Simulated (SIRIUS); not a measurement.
Wanted: the native input for a SIRIUS 7.12.0 run.

* Task: single point
* Functional: PBE
* Potentials or basis: PseudoDojo 0.4.1 PBE standard (scalar relativistic)
* Cutoff: 1152 eV
* Density cutoff: 4606 eV
* k mesh: 6 × 6 × 4
* Occupations: fermi-dirac, width 0.05 eV
* Spin: no spin polarisation
* Libxc names: ["XC_GGA_X_PBE", "XC_GGA_C_PBE"]
* Energy tol: 1e-08 Ha
* Density tol: 1e-06
* Mixer: anderson
* Mixing beta: 0.7
* Max scf: 100
* Radial cutoff for the potentials' integrals: 6.5 bohr

The system is HfIn4SiO6.

```
Hf In Si O
1.0
     2.71585   -4.70357    0.00833
     2.71585    4.70357    0.00833
    -1.87915    0.00000    7.40127
Hf In Si O
1 4 1 6
Cartesian
  2.7245 -2.7640 0.0666
  1.7558 -1.0551 3.7035
  2.7017 0.4292 -0.0220
  1.7752 2.0391 3.7265
  1.7534 -4.2984 3.6914
  2.6731 3.5645 0.0242
  -1.1660 0.2569 6.3577
  4.6850 0.2935 1.0064
  2.0210 -1.1898 6.3768
  1.5760 -1.2495 0.9675
  1.8363 2.2573 1.0401
  1.6711 2.2483 6.4334
```

The cell was built by a generator and needn't be a form met in nature.

The cell isn't the ideal one: atoms moved at random, drawn with an rms of 0.05 Å.

The input as run:

sirius.json

```json
{
  "control": {
    "processing_unit": "cpu",
    "verbosity": 2,
    "num_bands_to_print": 68,
    "print_forces": true,
    "print_stress": true
  },
  "parameters": {
    "electronic_structure_method": "pseudopotential",
    "xc_functionals": ["XC_GGA_X_PBE", "XC_GGA_C_PBE"],
    "gk_cutoff": 9.2,
    "pw_cutoff": 18.4,
    "ngridk": [6, 6, 4],
    "shiftk": [0, 0, 0],
    "smearing": "fermi_dirac",
    "smearing_width": 0.0018374661,
    "num_bands": 68,
    "num_mag_dims": 0,
    "num_dft_iter": 100,
    "energy_tol": 1e-08,
    "density_tol": 1e-06
  },
  "iterative_solver": {
    "type": "davidson",
    "min_tolerance": 1e-10
  },
  "mixer": {
    "type": "anderson",
    "beta": 0.7,
    "max_history": 8
  },
  "settings": {
    "tol_ne": 1e-10,
    "pseudo_grid_cutoff": 6.5
  },
  "unit_cell": {
    "lattice_vectors": [
      [5.132212695565, -8.888459108006, 0.015741418618],
      [5.132212695565, 8.888459108006, 0.015741418618],
      [-3.551078847091, 0.0, 13.986373274409]
    ],
    "atom_coordinate_units": "lattice",
    "atom_types": ["Hf", "In", "Si", "O"],
    "atom_files": {
      "Si": "Si.json",
      "O": "O.json",
      "In": "In.json",
      "Hf": "Hf.json"
    },
    "atoms": {
      "Hf": [
        [0.798139, 0.210495, 0.007866]
      ],
      "In": [
        [0.608137, 0.383817, 0.499267],
        [0.450365, 0.541611, -0.004089],
        [0.283857, 0.717387, 0.50237],
        [0.951909, 0.038045, 0.497634]
      ],
      "Si": [
        [0.113958, 0.871782, 0.002159]
      ],
      "O": [
        [0.055141, 0.109769, 0.858821],
        [0.87766, 0.940053, 0.133933],
        [0.796108, 0.543152, 0.860072],
        [0.467936, 0.202292, 0.129972],
        [0.146422, 0.626344, 0.139657],
        [0.368909, 0.8469, 0.867856]
      ]
    }
  }
}
```

Potentials or basis: PseudoDojo 0.4.1 PBE standard (scalar relativistic).

Command:

```sh
$ upf_to_json Si.upf
$ upf_to_json O.upf
$ upf_to_json In.upf
$ upf_to_json Hf.upf
$ OMP_NUM_THREADS=4 sirius.scf --input=sirius.json --output=out.json --task=0
```

Results of the run:

```json
{
 "Pressure": "-0.8 GPa",
 "Largest force": "1.338 eV/Å",
 "Band gap on the k mesh": "none (metal or under the smearing width)"
}
```

Run time: 20 min on 4 threads of AMD EPYC 7R43 64-Core Processor (Zen 3) (shared host), peak memory 7.7 GiB.
